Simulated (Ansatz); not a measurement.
# Ta3AsAu2O13 (P1) in Ansatz: further runs, part 2 of 2

Ansatz 0.2.0. The steps go on from the part before.

### 3 Relaxation of cell and atoms, PBE, target pressure 5 GPa, at which the enthalpy is minimised

The input, input.yaml:

```yaml
crystal:
  lattice:
    - [5.40201, 0.0, 0.0]
    - [-2.018, 5.60729, 0.0]
    - [-0.72047, -1.86882, 8.4406]
  atoms:
    - { symbol: Ta, position: [0.37386, 0.58885, 0.59831] }
    - { symbol: Ta, position: [0.46236, 0.26627, 0.18689] }
    - { symbol: Ta, position: [0.7083, 0.86746, 0.02761] }
    - { symbol: As, position: [0.97877, 0.98236, 0.65371] }
    - { symbol: Au, position: [0.10388, 0.53998, 0.17237] }
    - { symbol: Au, position: [0.66302, 0.32022, 0.80522] }
    - { symbol: O, position: [0.06196, 0.03577, 0.14158] }
    - { symbol: O, position: [0.98182, 0.01457, 0.8513] }
    - { symbol: O, position: [0.11152, 0.27055, 0.61508] }
    - { symbol: O, position: [0.16027, 0.81199, 0.58364] }
    - { symbol: O, position: [0.43055, 0.5336, 0.06777] }
    - { symbol: O, position: [0.91171, 0.61275, 0.98081] }
    - { symbol: O, position: [0.60406, 0.15754, 0.98626] }
    - { symbol: O, position: [0.55565, 0.98713, 0.20984] }
    - { symbol: O, position: [0.30756, 0.45473, 0.35006] }
    - { symbol: O, position: [0.79668, 0.50556, 0.28659] }
    - { symbol: O, position: [0.6638, 0.88131, 0.55106] }
    - { symbol: O, position: [0.47145, 0.71751, 0.81742] }
    - { symbol: O, position: [0.65279, 0.45184, 0.61449] }
hamiltonian:
  xc: pbe
  pseudopotentials: { kind: paw }
kpoints:
  mp_grid: { grid: [4, 4, 3] }
scf:
  occupations: { method: fermi_dirac, width: 0.05 }
output:
  forces: true
  stress: true
  eigenvalues: true
  write_density: true
  write_potential: true
  elf: true
  volumetric_format: npy
relax:
  f_tol: 0.01
  max_steps: 40
  cell: { stress_tol: 0.05, p_target: 5.0 }
```

Potentials or basis: Ansatz PAW.

Command:

```console
$ ansatz run input.yaml --threads 8 --pin off --max-ram 20480MiB --backend cpu --events-out ev --progress --plain --runs-dir out
```

The program printed:

```text
Warning: RAYON_NUM_THREADS=8 ignored (pool sized by the plan → 8); use --threads N
Engine: ansatz 0.2.0, x86_64-unknown-linux-gnu
Pseudopotentials: kind: paw
Pseudopotential: Ta, paw, valence charge 13, recommended cutoff 420 eV (normal), Ta.paw.azcp
Pseudopotential: As, paw, valence charge 15, recommended cutoff 420 eV (normal), As.paw.azcp
Pseudopotential: Au, paw, valence charge 19, recommended cutoff 420 eV (normal), Au.paw.azcp
Pseudopotential: O, paw, valence charge 6, recommended cutoff 420 eV (normal), O.paw.azcp
Functional definition: PBE
  parameter kappa = 0.804
  parameter beta = 0.06672455060314922
  exchange = pbe_x(kappa = kappa, mu = beta*pi^2/3)
  correlation = pbe_c(beta = beta)
Crystal: 19 atoms, lattice volume = 255.671 Å³
Basis set: ecut = 420 eV, 4975 PW (Γ), exchange–correlation on 80×80×120 points (8 copies of the dense FFT grid, shifted against one another)
Bands: 104, of which v1, the nominal top of the filled ones, is band 85 counted from 1 (84 counted from 0)
[... 454 lines left out ...]
  cell:  # Å, volume = 240.0542 Å³
    - [5.348700883909012, 0.05198701653695573, -0.03205619142833881]
    - [-1.9441230404554748, 5.479975115271322, -0.027848165455927235]
    - [-0.7814325392667834, -1.8997395992631134, 8.1801033515878]
  atoms:
    - { symbol: Ta, position: [0.3577020801174966, 0.5841883898248544, 0.5983994549145604] }
    - { symbol: Ta, position: [0.47227740199109497, 0.2650543841201986, 0.18947964112294888] }
    - { symbol: Ta, position: [0.7208525286483131, 0.8629244097558865, 0.036541175640651485] }
    - { symbol: As, position: [0.9685130873490351, 0.9809639053275534, 0.6588398387993014] }
    - { symbol: Au, position: [0.10538217683807632, 0.5426349934049823, 0.16406769615060063] }
    - { symbol: Au, position: [0.6564045085101167, 0.29270062001769526, 0.7864576138016407] }
    - { symbol: O, position: [0.08155360178480758, 0.030068211094753602, 0.15613293067381676] }
    - { symbol: O, position: [1.0004299853556007, 0.0154203955333021, 0.8624715539756757] }
    - { symbol: O, position: [0.10559292183339078, 0.26602871613210527, 0.6111018886519005] }
    - { symbol: O, position: [0.1293182547585381, 0.798538756594648, 0.570696623689445] }
    - { symbol: O, position: [0.42608772019659436, 0.5231717888191337, 0.05932385515346825] }
    - { symbol: O, position: [0.9013853755713117, 0.5988444061101367, 0.9646858156734512] }
    - { symbol: O, position: [0.6072100533280707, 0.14680405530392396, 0.9834054311327072] }
    - { symbol: O, position: [0.5849462705950639, 0.9940850197046638, 0.22706837663075222] }
    - { symbol: O, position: [0.3208717737994153, 0.4758083540864725, 0.3489954079149622] }
    - { symbol: O, position: [0.8055649922767203, 0.5285913995848986, 0.28421102833868145] }
    - { symbol: O, position: [0.6381131206550423, 0.9292939090799617, 0.5783517244628094] }
    - { symbol: O, position: [0.4684804718865884, 0.7111869586976716, 0.8213941913399346] }
    - { symbol: O, position: [0.6493236745047242, 0.4536813268071589, 0.5983857519326936] }
```

rho_z.tsv:

```text
# z_ang	rho[e/angstrom^3]
# format = ansatz-planar-average/11
# lattice	5.348700884	0.051987017	-0.032056191
# lattice	-1.944123040	5.479975115	-0.027848165
# lattice	-0.781432539	-1.899739599	8.180103352
# sites	19
# site	73	0.309898518	2.083130562	4.867234245
# site	73	1.862706665	1.117081745	1.527442354
# site	73	2.149438866	4.696860546	0.251771945
# site	33	2.758333388	4.174383765	5.331013087
# site	79	-0.619499287	2.667418866	1.323601171
# site	79	2.327301785	0.144051954	6.404111559
[... 11 lines left out ...]
# site	8	0.481262813	2.361206666	6.684266426
# site	8	2.123427694	1.383141673	4.861408258
0.000000	7.862735e-1
0.140568	7.844600e-1
0.281136	7.682938e-1
0.421704	7.534301e-1
0.562272	7.535660e-1
0.702840	7.787535e-1
[... 52 lines left out ...]
8.152946	6.823811e-1
8.293514	7.549335e-1
```

v_z.tsv:

```text
# z_ang	v_es[eV]	v_tot[eV]
# format = ansatz-planar-average/11
# xc	pbe
# density_cutoff_ev	1680
# datasets	Ta=:simpson_from_first_knot:soft	As=:simpson_from_first_knot:soft	Au=:simpson_from_first_knot:soft	O=:simpson_from_first_knot:soft
# lattice	5.348700884	0.051987017	-0.032056191
# lattice	-1.944123040	5.479975115	-0.027848165
# lattice	-0.781432539	-1.899739599	8.180103352
# sites	19
# site	73	0.309898518	2.083130562	4.867234245
# site	73	1.862706665	1.117081745	1.527442354
# site	73	2.149438866	4.696860546	0.251771945
# site	33	2.758333388	4.174383765	5.331013087
# site	79	-0.619499287	2.667418866	1.323601171
# site	79	2.327301785	0.144051954	6.404111559
[... 11 lines left out ...]
# site	8	0.481262813	2.361206666	6.684266426
# site	8	2.123427694	1.383141673	4.861408258
0.000000	3.405674e0	-8.026444e0
0.140568	2.680937e0	-9.002234e0
0.281136	2.368046e0	-9.460100e0
0.421704	2.261599e0	-9.676622e0
0.562272	1.952752e0	-1.012035e1
0.702840	1.215054e0	-1.106836e1
[... 52 lines left out ...]
8.152946	5.836632e0	-4.866856e0
8.293514	4.536796e0	-6.545671e0
```

Run time: 2.9 min. Hardware: 8 threads of Intel Xeon 6975P-C (Granite Rapids), shared host; peak memory 1.7 GiB.

What came out:

```
Free energy                                            : -68326.4083 eV
Relaxed volume                                         : 12.63 Å³/atom
Relaxed cell                                           : a = 5.349 Å, b = 5.815 Å, c = 8.434 Å, α = 100.72°, β = 95.78°, γ = 108.97°
Space group after relaxing (to 0.05 Å)                 : P1 (No. 1)
Energy change on relaxing (the enthalpy is what falls) : +12.2 meV/atom
Ionic steps                                            : 24
Pressure after relaxing                                : 5.0 GPa
Largest force after relaxing                           : 0.005 eV/Å
Band gap on the k mesh                                 : 0.55 eV, indirect (least direct gap 0.60 eV)
```

Forces in eV/Å, atoms in the order of the input:
```
Ta  -0.002 -0.002  0.001
Ta   0.005 -0.001  0.000
Ta   0.001  0.004 -0.001
As  -0.001  0.000 -0.001
Au   0.001  0.001  0.001
Au  -0.001 -0.003  0.001
O   -0.002 -0.001 -0.001
O    0.000  0.000 -0.001
O   -0.001  0.003  0.002
O    0.001 -0.002  0.002
O    0.000 -0.003  0.001
O    0.001  0.002  0.002
O    0.001  0.000 -0.002
O   -0.003  0.004  0.000
O   -0.001  0.001  0.001
O   -0.001 -0.001 -0.001
O    0.001  0.000  0.000
O    0.002 -0.001 -0.004
O    0.000 -0.001  0.000
```

Step by step:
```
step  energy change (eV)  largest force (eV/Å)  volume (Å³)
   1              0.0000                0.0075       255.67
   2              0.2277                0.4642       241.48
   3              0.1202                0.2637       244.00
   4              0.1150                0.1999       243.79
   5              0.1474                0.0951       242.07
   6              0.1505                0.0658       241.90
   7              0.1555                0.0682       241.66
   8              0.1585                0.1127       241.48
   9              0.1708                0.1870       240.98
  10              0.1697                0.1118       240.91
  11              0.1595                0.0604       241.16
  12              0.1605                0.0553       241.12
  13              0.1702                0.0466       240.76
  14              0.1654                0.0209       240.91
  15              0.1657                0.0311       240.90
  16              0.1655                0.0187       240.90
  17              0.1667                0.0060       240.85
  18              0.2081                0.0057       240.85
  19              0.2336                0.0241       239.88
  20              0.2273                0.0100       240.11
  21              0.2303                0.0101       240.11
  22              0.2302                0.0074       240.11
  23              0.2317                0.0047       240.05
  24              0.2320                0.0047       240.05
```

Final structure:
```yaml
crystal:
  lattice:
    - [5.34870, 0.05199, -0.03206]
    - [-1.94412, 5.47998, -0.02785]
    - [-0.78143, -1.89974, 8.18010]
  atoms:
    - { symbol: Ta, position: [0.35770, 0.58419, 0.59840] }
    - { symbol: Ta, position: [0.47228, 0.26505, 0.18948] }
    - { symbol: Ta, position: [0.72085, 0.86292, 0.03654] }
    - { symbol: As, position: [0.96851, 0.98096, 0.65884] }
    - { symbol: Au, position: [0.10538, 0.54263, 0.16407] }
    - { symbol: Au, position: [0.65640, 0.29270, 0.78646] }
    - { symbol: O, position: [0.08155, 0.03007, 0.15613] }
    - { symbol: O, position: [0.00043, 0.01542, 0.86247] }
    - { symbol: O, position: [0.10559, 0.26603, 0.61110] }
    - { symbol: O, position: [0.12932, 0.79854, 0.57070] }
    - { symbol: O, position: [0.42609, 0.52317, 0.05932] }
    - { symbol: O, position: [0.90139, 0.59884, 0.96469] }
    - { symbol: O, position: [0.60721, 0.14680, 0.98341] }
    - { symbol: O, position: [0.58495, 0.99409, 0.22707] }
    - { symbol: O, position: [0.32087, 0.47581, 0.34900] }
    - { symbol: O, position: [0.80556, 0.52859, 0.28421] }
    - { symbol: O, position: [0.63811, 0.92929, 0.57835] }
    - { symbol: O, position: [0.46848, 0.71119, 0.82139] }
    - { symbol: O, position: [0.64932, 0.45368, 0.59839] }
```

Caveat: odd divisions of the mesh miss points on the zone boundary, where band edges often lie, so the gap on the mesh can be too wide; the plane-wave basis is chosen anew once the cell has moved, so the energies of steps on either side of that aren't comparable; the pressure holds a Pulay correction of +0.7 GPa for the finite cutoff; spin-orbit coupling is left out, which moves the levels of the heavy elements.
